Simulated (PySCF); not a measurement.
# MgIn−: bond curves at several levels of theory

One job finds the state of MgIn−, follows it along the bond with each method and fits the curves.

Method: Mg aug-cc-pVDZ, In aug-cc-pVDZ-PP with ECP28, scalar-relativistic core potentials; program: PySCF 2.14.0.

**1. The job**

Settings of the job:

```json
{"atoms": "Mg, In", "charge": "-1", "basis": "Mg aug-cc-pVDZ, In aug-cc-pVDZ-PP with ECP28", "Hamiltonian": "scalar-relativistic core potentials", "basis functions": "59", "electrons treated": "34", "masses in u": "23.9850, 114.9039", "levels": "PBE0, PBE, r²SCAN, BHandHLYP, PBEsol, B3LYP, HSE06, HF, MP2, SCS-MP2", "grid": "80 radial by 434 angular points", "occupations": "held fixed by the projection of orbital angular momentum", "dissociation limit": "Mg + In−, each in its ground configuration", "starting distance in angstrom": "2.845", "values of 2S to try": "0, 2"}
```

Run with:

```bash
$ OMP_NUM_THREADS=1 python dia.py task.json out
```

The runs that follow: First curve: PBE0; PBE (GGA); r²SCAN (meta-GGA); BHandHLYP (global hybrid GGA); PBEsol; B3LYP (global hybrid GGA); HSE06; ROHF (mean field).

What does the calculation give? Wanted: for each run, Re; ωe; De; μ.

**Answer**, as computed:

Lowest PBE0 solution found, without spin–orbit coupling: ³Σ⁻ (triplet), unpaired electrons π ↑↑.

| level | Re (Å) | ωe (cm⁻¹) | De (eV) | μ (D) |
| --- | --- | --- | --- | --- |
| ROHF | 3.215 | 96.0 | 0.253 | 1.97 |
| ROHF-MP2 | 2.873 | 183.4 | 0.76 | n/a |
| ROHF-SCS-MP2 | 2.911 | 168.6 | 0.64 | n/a |
| PBE | 2.876 | 181.0 | 0.93 | 3.30 |
| PBEsol | 2.836 | 191.0 | 1.06 | 3.19 |
| r²SCAN | 2.828 | 194.3 | 1.01 | 3.08 |
| B3LYP | 2.919 | 162.5 | 0.65 | 2.81 |
| PBE0 | 2.871 | 181.0 | 0.87 | 3.04 |
| HSE06 | 2.872 | 181.1 | 0.88 | 2.97 |
| BHandHLYP | 2.935 | 155.3 | 0.56 | 2.52 |

De is counted to Mg + In− in their ground configurations. A positive dipole points from Mg to In; in an ion it is taken about the centre of mass and does not tell which atom is negative.

**Reading.** Bond lengths run from 2.828 Å (r²SCAN) to 3.215 Å (ROHF). Among the levels with a De in the table, it runs from 0.253 eV (ROHF) to 1.06 eV (PBEsol).

Correlated steps freeze 5 core orbitals. Spin–orbit coupling is left out, which matters for elements this heavy, above all for dissociation energies. With some functionals the highest level of the anion is positive, mostly a sign of self-interaction error; the finite basis then holds the extra electron, and no neutral molecule was run to test the binding.
